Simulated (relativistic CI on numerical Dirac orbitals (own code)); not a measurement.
**Ni²⁺ (3d8) in crystal fields: levels and magnetism**

How does a crystal field split the 3d8 shell of Ni²⁺, and what follows for the ground state and χT? 6 fields tried.

Program: relativistic CI on numerical Dirac orbitals (own code) version 1. Level of theory: Dirac-Coulomb-Breit CI, KLI orbitals optimised for each configuration, model QED (radiative potential, 1s self-energy scaled to tabulated hydrogen-like ionisation energies), valence Slater integrals scaled by 0.85, one configuration in a parametric crystal field. These are calculated values, not measurements, unless marked.

**1. The system**

* ion: Ni²⁺ (Ni III)
* nuclear charge: 28
* electrons: 26
* open shell: 3d8
* Slater scale: 0.85
* field 1 (cm⁻¹): Td, 10Dq = -7200
* field 2 (cm⁻¹): D4h, 10Dq = 25600, Ds = 1020, Dt = -300
* field 3 (cm⁻¹): Td, 10Dq = -6250
* field 4 (cm⁻¹): D4h, 10Dq = 13750, Ds = 1880, Dt = -780
* field 5 (cm⁻¹): Td, 10Dq = -11250
* field 6 (cm⁻¹): Td, 10Dq = -4350

Outer shells as boxes (Hund's rule):

[Ar] 3d8
```
[Ar] core
3d [↑↓][↑↓][↑↓][↑ ][↑ ]
```

**2. Field 1: Td, 10Dq = -7200**

Input settings:

```ini
atom Ni  Z=28  charge=2  electrons=26
nucleus A=58  rms_radius_fm=3.7757
hamiltonian dirac-coulomb  breit=on  qed=on  c_scale=1
orbitals kli  potential=per-configuration
slater_scale 0.85
correlation none
mixing on
configurations
  [Ar] 3d8
end
crystal_field Td 10Dq=-7200
```

**3. Field 2: D4h, 10Dq = 25600, Ds = 1020, Dt = -300**

Changes to the settings of step 2:

```diff
@@ -10,2 +10,2 @@
 end
-crystal_field Td 10Dq=-7200
+crystal_field D4h 10Dq=25600 Ds=1020 Dt=-300
```

**4. Field 3: Td, 10Dq = -6250**

Changes to the settings of step 3:

```diff
@@ -10,2 +10,2 @@
 end
-crystal_field D4h 10Dq=25600 Ds=1020 Dt=-300
+crystal_field Td 10Dq=-6250
```

**5. Field 4: D4h, 10Dq = 13750, Ds = 1880, Dt = -780**

Changes to the settings of step 4:

```diff
@@ -10,2 +10,2 @@
 end
-crystal_field Td 10Dq=-6250
+crystal_field D4h 10Dq=13750 Ds=1880 Dt=-780
```

**6. Field 5: Td, 10Dq = -11250**

Changes to the settings of step 5:

```diff
@@ -10,2 +10,2 @@
 end
-crystal_field D4h 10Dq=13750 Ds=1880 Dt=-780
+crystal_field Td 10Dq=-11250
```

**7. Field 6: Td, 10Dq = -4350**

Changes to the settings of step 6:

```diff
@@ -10,2 +10,2 @@
 end
-crystal_field Td 10Dq=-11250
+crystal_field Td 10Dq=-4350
```

(Steps that only read results are left out.)

**Question.** What will these runs give? Wanted: ground spin.

As calculated:

| field | ground state | degeneracy | S | J | first gap (cm⁻¹) | stabilisation (cm⁻¹) | χT at 2 K | χT at 300 K |
| --- | --- | --- | --- | --- | --- | --- | --- | --- |
| 1: Td | A1 | 1 | 1.00 | 3.97 | 417 | -4676 | 0.022 | 2.275 |
| 2: D4h | E | 2 | 1.00 | 3.32 | 1 | -31877 | 1.073 | 1.120 |
| 3: Td | A1 | 1 | 1.00 | 3.97 | 410 | -4026 | 0.023 | 2.330 |
| 4: D4h | E | 2 | 1.00 | 3.35 | 7 | -21038 | 0.805 | 1.184 |
| 5: Td | A1 | 1 | 1.00 | 3.93 | 429 | -7528 | 0.020 | 2.126 |
| 6: Td | A1 | 1 | 1.00 | 3.98 | 386 | -2751 | 0.025 | 2.494 |

χT is in cm³ K/mol; stabilisation counts from the free ion's lowest level; S and J come from the expectation values of their squares.

| quantity | value |
| --- | --- |
| ground spin (effective S from ⟨S²⟩) | 1: 1.00, 2: 1.00, 3: 1.00, 4: 1.00, 5: 1.00, 6: 1.00 |
| χT at 300 K | 1.12 to 2.49 cm³ K/mol |

In words: All fields leave the ground state at S = 1. Fields 1, 3, 5, 6 leave a non-degenerate ground state well apart, so χT falls towards zero on cooling. The field is a set of parameters, without covalency or charge transfer.
